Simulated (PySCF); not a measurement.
# Fe, Fe⁺, Fe²⁺, Fe³⁺, Fe⁴⁺: ionisation energies with spin-orbit coupling, part 1 of 2

Each state of iron is computed at each level; their differences give the ionisation energy. How far do the methods differ?

Method: two-component X2C-1e, generalised determinants. Code: PySCF 2.14.0.

### 1 The system

| Property | Result |
| --- | --- |
| Element | iron (Z = 26) |
| Basis | x2c-TZVPall-2c (6s7p4d1f, 54 functions) |
| Hamiltonian | two-component X2C-1e, Gaussian nucleus, no Breit or QED terms; spin-orbit coupling, run by run: off; screened by Boettger's factors |
| Core shells frozen in the correlated runs | [Ne] (for Fe) |
| State 1 | Fe: [Ar] 3d6 4s2; 3d3/2 filled at m_j = -3/2, -1/2, +1/2, +3/2; 3d5/2 filled at m_j = +3/2, +5/2 |
| State 2 | Fe⁺: [Ar] 3d6 4s1; 3d3/2 filled at m_j = -3/2, -1/2, +1/2, +3/2; 3d5/2 filled at m_j = +3/2, +5/2; 4s1/2 filled at m_j = +1/2 |
| State 3 | Fe²⁺: [Ar] 3d6; 3d3/2 filled at m_j = -3/2, -1/2, +1/2, +3/2; 3d5/2 filled at m_j = +3/2, +5/2 |
| State 4 | Fe³⁺: [Ar] 3d5; 3d3/2 filled at m_j = -3/2, -1/2, +1/2, +3/2; 3d5/2 filled at m_j = +5/2 |
| State 5 | Fe⁴⁺: [Ar] 3d4; 3d3/2 filled at m_j = -3/2, -1/2, +1/2, +3/2 |
| Methods | GHF, GMP2 |

The outer shells:

Fe [Ar] 3d6 4s2
```
[Ar] core
3d [↑↓][↑ ][↑ ][↑ ][↑ ]
4s [↑↓]
```

Fe+ [Ar] 3d6 4s1
```
[Ar] core
3d [↑↓][↑ ][↑ ][↑ ][↑ ]
4s [↑ ]
```

Fe2+ [Ar] 3d6
```
[Ar] core
3d [↑↓][↑ ][↑ ][↑ ][↑ ]
```

Fe3+ [Ar] 3d5
```
[Ar] core
3d [↑ ][↑ ][↑ ][↑ ][↑ ]
```

A driver program built on PySCF's X2C-1e integrals ran all steps in one process from the settings above; there is no separate input file.

It was started by

```
OMP_NUM_THREADS=1 python sorun2.py TASK.json OUT
```

The integrals over 54 functions and the set-up took 0.82 s of CPU time.

### 2 Fe

GHF (spin-free):

Output:

```text
cycle= 1 E= -1271.3030545731  delta_E= -1.27e+03  |FDS-SDF|= 0.0427
cycle= 2 E= -1271.3170292561  delta_E= -0.014  |FDS-SDF|= 0.0268
cycle= 3 E= -1271.3228486542  delta_E= -0.00582  |FDS-SDF|= 0.00564
cycle= 4 E= -1271.3235937419  delta_E= -0.000745  |FDS-SDF|= 0.00162
cycle= 5 E= -1271.3236922452  delta_E= -9.85e-05  |FDS-SDF|= 0.000312
cycle= 6 E= -1271.3236959451  delta_E= -3.7e-06  |FDS-SDF|= 6.15e-05
cycle= 7 E= -1271.3236960896  delta_E= -1.44e-07  |FDS-SDF|= 9.21e-06
cycle= 8 E= -1271.3236960927  delta_E= -3.13e-09  |FDS-SDF|= 2.35e-06
cycle= 9 E= -1271.3236960932  delta_E= -4.63e-10  |FDS-SDF|= 1.16e-06
```

Time after the integrals: 0.79 s (1 thread of Neoverse-N1, shared host).

Occupied spinors (without spin-orbit coupling the j labels only name the start):

```csv
spinor shell,electrons,mean energy (eV),weight of the nominal j,rms radius (bohr)
1s1/2,2,-7175.3,1.000,0.0675
2s1/2,2,-882.71,1.000,0.288
2p3/2,4,-748.35,0.833,0.260
2p1/2,2,-748.54,0.667,0.260
3s1/2,2,-115.68,1.000,0.870
3p3/2,4,-74.592,0.833,0.936
3p1/2,2,-76.009,0.667,0.937
3d3/2,4,-16.957,0.650,1.25
3d5/2,2,-18.125,0.900,1.21
4s1/2,2,-7.165,1.000,3.48
```

M_J = 4, ⟨J²⟩ = 20.023, ⟨L²⟩ = 6.006, ⟨S²⟩ = 6.017.

GMP2 (spin-free):

This step left no log, only its results.

It took 0.41 s on 1 thread of Neoverse-N1, shared host, the integrals not counted.

With 16 electrons correlated and 6 very high virtual spinors dropped, the MP2 correlation energy is -0.43001 hartree. Largest pairs: 3d3/2-3p3/2 -0.0724, 3d3/2-3d5/2 -0.0534, 3d3/2-3d3/2 -0.0452, 3d5/2-3p3/2 -0.0390, 3p3/2-3p3/2 -0.0309.

GHF (screened spin-orbit):

Output:

```text
cycle= 1 E= -1271.3246428188  delta_E= -1.27e+03  |FDS-SDF|= 0.0429
cycle= 2 E= -1271.3386654393  delta_E= -0.014  |FDS-SDF|= 0.0268
cycle= 3 E= -1271.3444972707  delta_E= -0.00583  |FDS-SDF|= 0.00563
cycle= 4 E= -1271.3452421352  delta_E= -0.000745  |FDS-SDF|= 0.00171
cycle= 5 E= -1271.3453571506  delta_E= -0.000115  |FDS-SDF|= 0.000595
cycle= 6 E= -1271.3453728244  delta_E= -1.57e-05  |FDS-SDF|= 0.000417
cycle= 7 E= -1271.3453858443  delta_E= -1.3e-05  |FDS-SDF|= 0.00028
cycle= 8 E= -1271.3453959499  delta_E= -1.01e-05  |FDS-SDF|= 7.13e-05
cycle= 9 E= -1271.3453963576  delta_E= -4.08e-07  |FDS-SDF|= 3.89e-05
cycle= 10 E= -1271.3453964496  delta_E= -9.2e-08  |FDS-SDF|= 2.69e-05
cycle= 11 E= -1271.3453965285  delta_E= -7.89e-08  |FDS-SDF|= 7.86e-06
cycle= 12 E= -1271.3453965318  delta_E= -3.36e-09  |FDS-SDF|= 6.13e-06
cycle= 13 E= -1271.3453965352  delta_E= -3.31e-09  |FDS-SDF|= 4.45e-06
cycle= 14 E= -1271.3453965372  delta_E= -2.02e-09  |FDS-SDF|= 1.87e-06
cycle= 15 E= -1271.3453965376  delta_E= -3.95e-10  |FDS-SDF|= 6.24e-07
```

Time after the integrals: 2.5 s (1 thread of Neoverse-N1, shared host).

The outer occupied spinors:

| spinor shell | electrons | mean energy (eV) | weight of the nominal j | rms radius (bohr) |
| --- | --- | --- | --- | --- |
| 2p1/2 | 2 | -757.37 | 0.988 | 0.259 |
| 2p3/2 | 4 | -744.00 | 0.994 | 0.261 |
| 3s1/2 | 2 | -115.67 | 1.000 | 0.870 |
| 3p3/2 | 4 | -74.313 | 0.830 | 0.938 |
| 3p1/2 | 2 | -76.565 | 0.659 | 0.934 |
| 3d3/2 | 4 | -16.992 | 0.659 | 1.24 |
| 3d5/2 | 2 | -18.052 | 0.895 | 1.22 |
| 4s1/2 | 2 | -7.164 | 1.000 | 3.48 |

M_J = 4, ⟨J²⟩ = 20.023, ⟨L²⟩ = 6.012, ⟨S²⟩ = 6.014. A second start ended at -1271.21945 hartree. Rows whose weight is well below 1 mix j = l ± 1/2: exchange competes with spin-orbit coupling there.

GMP2 (screened spin-orbit):

No log was kept for this step.

It took 0.33 s on 1 thread of Neoverse-N1, shared host, the integrals not counted.

With 16 electrons correlated and 6 very high virtual spinors dropped, the MP2 correlation energy is -0.43012 hartree. Largest pairs: 3d3/2-3p3/2 -0.0724, 3d3/2-3d5/2 -0.0535, 3d3/2-3d3/2 -0.0452, 3d5/2-3p3/2 -0.0390, 3p3/2-3p3/2 -0.0308.

### 3 Fe⁺: the ladder of methods

GHF (spin-free):

Output:

```text
cycle= 1 E= -1271.0700483877  delta_E= -1.27e+03  |FDS-SDF|= 0.0382
cycle= 2 E= -1271.0825120622  delta_E= -0.0125  |FDS-SDF|= 0.0234
cycle= 3 E= -1271.0865868536  delta_E= -0.00407  |FDS-SDF|= 0.00421
cycle= 4 E= -1271.0869667351  delta_E= -0.00038  |FDS-SDF|= 0.00124
cycle= 5 E= -1271.0870096012  delta_E= -4.29e-05  |FDS-SDF|= 0.000249
cycle= 6 E= -1271.0870113115  delta_E= -1.71e-06  |FDS-SDF|= 4.96e-05
cycle= 7 E= -1271.0870113891  delta_E= -7.76e-08  |FDS-SDF|= 7.62e-06
cycle= 8 E= -1271.0870113911  delta_E= -1.96e-09  |FDS-SDF|= 7.34e-07
cycle= 9 E= -1271.0870113911  delta_E= -1.3e-11  |FDS-SDF|= 1.28e-07
```

It took 0.76 s on 1 thread of Neoverse-N1, shared host, the integrals not counted.

Occupied spinors (without spin-orbit coupling the j labels only name the start):

```
spinor shell  electrons  mean energy (eV)  weight of the nominal j  rms radius (bohr)
       1s1/2          2           -7183.6                    1.000             0.0675
       2s1/2          2           -890.94                    1.000              0.288
       2p3/2          4           -756.61                    0.833              0.260
       2p1/2          2           -756.81                    0.667              0.260
       3s1/2          2           -123.89                    1.000              0.871
       3p3/2          4           -82.850                    0.833              0.935
       3p1/2          2           -84.300                    0.667              0.936
       3d3/2          4           -25.277                    0.650               1.23
       3d5/2          2           -26.437                    0.900               1.21
       4s1/2          1           -15.422                    1.000               2.98
```

M_J = 9/2, ⟨J²⟩ = 24.758, ⟨L²⟩ = 6.005, ⟨S²⟩ = 8.753.

GMP2 (spin-free):

The driver printed no log here.

Time after the integrals: 0.38 s (1 thread of Neoverse-N1, shared host).

With 15 electrons correlated and 6 very high virtual spinors dropped, the MP2 correlation energy is -0.39294 hartree. Largest pairs: 3d3/2-3p3/2 -0.0722, 3d3/2-3d5/2 -0.0527, 3d3/2-3d3/2 -0.0445, 3d5/2-3p3/2 -0.0389, 3p3/2-3p3/2 -0.0309.

GHF (screened spin-orbit):

Output:

```text
cycle= 1 E= -1271.0916634463  delta_E= -1.27e+03  |FDS-SDF|= 0.0384
cycle= 2 E= -1271.1042000014  delta_E= -0.0125  |FDS-SDF|= 0.0234
cycle= 3 E= -1271.1082912240  delta_E= -0.00409  |FDS-SDF|= 0.00423
cycle= 4 E= -1271.1086787859  delta_E= -0.000388  |FDS-SDF|= 0.00136
cycle= 5 E= -1271.1087378055  delta_E= -5.9e-05  |FDS-SDF|= 0.000561
cycle= 6 E= -1271.1087515100  delta_E= -1.37e-05  |FDS-SDF|= 0.000405
cycle= 7 E= -1271.1087657119  delta_E= -1.42e-05  |FDS-SDF|= 0.000239
cycle= 8 E= -1271.1087724886  delta_E= -6.78e-06  |FDS-SDF|= 6.16e-05
cycle= 9 E= -1271.1087727452  delta_E= -2.57e-07  |FDS-SDF|= 3.52e-05
cycle= 10 E= -1271.1087728177  delta_E= -7.25e-08  |FDS-SDF|= 2.43e-05
cycle= 11 E= -1271.1087728785  delta_E= -6.08e-08  |FDS-SDF|= 7.1e-06
cycle= 12 E= -1271.1087728814  delta_E= -2.89e-09  |FDS-SDF|= 5.24e-06
cycle= 13 E= -1271.1087728838  delta_E= -2.38e-09  |FDS-SDF|= 3.49e-06
cycle= 14 E= -1271.1087728852  delta_E= -1.46e-09  |FDS-SDF|= 1.4e-06
cycle= 15 E= -1271.1087728854  delta_E= -1.51e-10  |FDS-SDF|= 1.66e-07
```

It took 2.5 s on 1 thread of Neoverse-N1, shared host, the integrals not counted.

The outer occupied spinors:

```csv
spinor shell,electrons,mean energy (eV),weight of the nominal j,rms radius (bohr)
2p1/2,2,-765.64,0.987,0.259
2p3/2,4,-752.26,0.994,0.261
3s1/2,2,-123.87,1.000,0.871
3p3/2,4,-82.571,0.830,0.937
3p1/2,2,-84.855,0.659,0.933
3d3/2,4,-25.312,0.659,1.22
3d5/2,2,-26.366,0.895,1.21
4s1/2,1,-15.422,1.000,2.98
```

M_J = 9/2, ⟨J²⟩ = 24.758, ⟨L²⟩ = 6.011, ⟨S²⟩ = 8.749. A second start ended at -1270.96654 hartree. Rows whose weight is well below 1 mix j = l ± 1/2: exchange competes with spin-orbit coupling there.

GMP2 (screened spin-orbit):

No log was kept for this step.

Time after the integrals: 0.31 s (1 thread of Neoverse-N1, shared host).

With 15 electrons correlated and 6 very high virtual spinors dropped, the MP2 correlation energy is -0.39304 hartree. Largest pairs: 3d3/2-3p3/2 -0.0723, 3d3/2-3d5/2 -0.0527, 3d3/2-3d3/2 -0.0445, 3d5/2-3p3/2 -0.0390, 3p3/2-3p3/2 -0.0308.

### 4 Fe²⁺, method by method

GHF (spin-free):

Output:

```text
cycle= 1 E= -1270.5096714007  delta_E= -1.27e+03  |FDS-SDF|= 0.0392
cycle= 2 E= -1270.5208563431  delta_E= -0.0112  |FDS-SDF|= 0.021
cycle= 3 E= -1270.5241574732  delta_E= -0.0033  |FDS-SDF|= 0.0051
cycle= 4 E= -1270.5245735407  delta_E= -0.000416  |FDS-SDF|= 0.00129
cycle= 5 E= -1270.5246147779  delta_E= -4.12e-05  |FDS-SDF|= 0.00022
cycle= 6 E= -1270.5246159617  delta_E= -1.18e-06  |FDS-SDF|= 4.18e-05
cycle= 7 E= -1270.5246160041  delta_E= -4.24e-08  |FDS-SDF|= 9.01e-06
cycle= 8 E= -1270.5246160076  delta_E= -3.49e-09  |FDS-SDF|= 2.18e-06
cycle= 9 E= -1270.5246160078  delta_E= -2.75e-10  |FDS-SDF|= 4.24e-07
```

Time after the integrals: 0.75 s (1 thread of Neoverse-N1, shared host).

Occupied spinors (without spin-orbit coupling the j labels only name the start):

```
spinor shell  electrons  mean energy (eV)  weight of the nominal j  rms radius (bohr)
       1s1/2          2           -7193.7                    1.000             0.0675
       2s1/2          2           -900.78                    1.000              0.288
       2p3/2          4           -766.53                    0.833              0.260
       2p1/2          2           -766.72                    0.667              0.260
       3s1/2          2           -133.74                    1.000              0.872
       3p3/2          4           -92.854                    0.833              0.934
       3p1/2          2           -94.309                    0.667              0.935
       3d3/2          4           -35.287                    0.650               1.20
       3d5/2          2           -36.434                    0.900               1.17
```

M_J = 4, ⟨J²⟩ = 20.007, ⟨L²⟩ = 6.003, ⟨S²⟩ = 6.004.

GMP2 (spin-free):

This step left no log, only its results.

Time after the integrals: 0.34 s (1 thread of Neoverse-N1, shared host).

With 14 electrons correlated and 6 very high virtual spinors dropped, the MP2 correlation energy is -0.36617 hartree. Largest pairs: 3d3/2-3p3/2 -0.0717, 3d3/2-3d5/2 -0.0508, 3d3/2-3d3/2 -0.0433, 3d5/2-3p3/2 -0.0388, 3p3/2-3p3/2 -0.0305.

GHF (screened spin-orbit):

Output:

```text
cycle= 1 E= -1270.5313169492  delta_E= -1.27e+03  |FDS-SDF|= 0.0393
cycle= 2 E= -1270.5425645045  delta_E= -0.0112  |FDS-SDF|= 0.021
cycle= 3 E= -1270.5458761471  delta_E= -0.00331  |FDS-SDF|= 0.00511
cycle= 4 E= -1270.5463000013  delta_E= -0.000424  |FDS-SDF|= 0.00142
cycle= 5 E= -1270.5463589433  delta_E= -5.89e-05  |FDS-SDF|= 0.000564
cycle= 6 E= -1270.5463727670  delta_E= -1.38e-05  |FDS-SDF|= 0.000425
cycle= 7 E= -1270.5463894285  delta_E= -1.67e-05  |FDS-SDF|= 0.000249
cycle= 8 E= -1270.5463973805  delta_E= -7.95e-06  |FDS-SDF|= 6.45e-05
cycle= 9 E= -1270.5463976515  delta_E= -2.71e-07  |FDS-SDF|= 4.08e-05
cycle= 10 E= -1270.5463977678  delta_E= -1.16e-07  |FDS-SDF|= 2.6e-05
cycle= 11 E= -1270.5463978369  delta_E= -6.9e-08  |FDS-SDF|= 1e-05
cycle= 12 E= -1270.5463978443  delta_E= -7.42e-09  |FDS-SDF|= 6.37e-06
cycle= 13 E= -1270.5463978474  delta_E= -3.12e-09  |FDS-SDF|= 4.58e-06
cycle= 14 E= -1270.5463978502  delta_E= -2.81e-09  |FDS-SDF|= 1.73e-06
cycle= 15 E= -1270.5463978505  delta_E= -3.39e-10  |FDS-SDF|= 4.73e-07
```

It took 2.5 s on 1 thread of Neoverse-N1, shared host, the integrals not counted.

The outer occupied spinors:

```
spinor shell  electrons  mean energy (eV)  weight of the nominal j  rms radius (bohr)
       2s1/2          2           -900.74                    1.000              0.288
       2p1/2          2           -775.55                    0.987              0.259
       2p3/2          4           -762.17                    0.994              0.261
       3s1/2          2           -133.73                    1.000              0.872
       3p3/2          4           -92.576                    0.830              0.936
       3p1/2          2           -94.864                    0.660              0.932
       3d3/2          4           -35.322                    0.660               1.19
       3d5/2          2           -36.364                    0.895               1.18
```

M_J = 4, ⟨J²⟩ = 20.007, ⟨L²⟩ = 6.009, ⟨S²⟩ = 6.001. A second start ended at -1270.41882 hartree. Rows whose weight is well below 1 mix j = l ± 1/2: exchange competes with spin-orbit coupling there.

GMP2 (screened spin-orbit):

No log was kept for this step.

Time after the integrals: 0.28 s (1 thread of Neoverse-N1, shared host).

With 14 electrons correlated and 6 very high virtual spinors dropped, the MP2 correlation energy is -0.36626 hartree. Largest pairs: 3d3/2-3p3/2 -0.0717, 3d3/2-3d5/2 -0.0508, 3d3/2-3d3/2 -0.0433, 3d5/2-3p3/2 -0.0389, 3p3/2-3p3/2 -0.0304.

(Continued in part 2 of 2.)
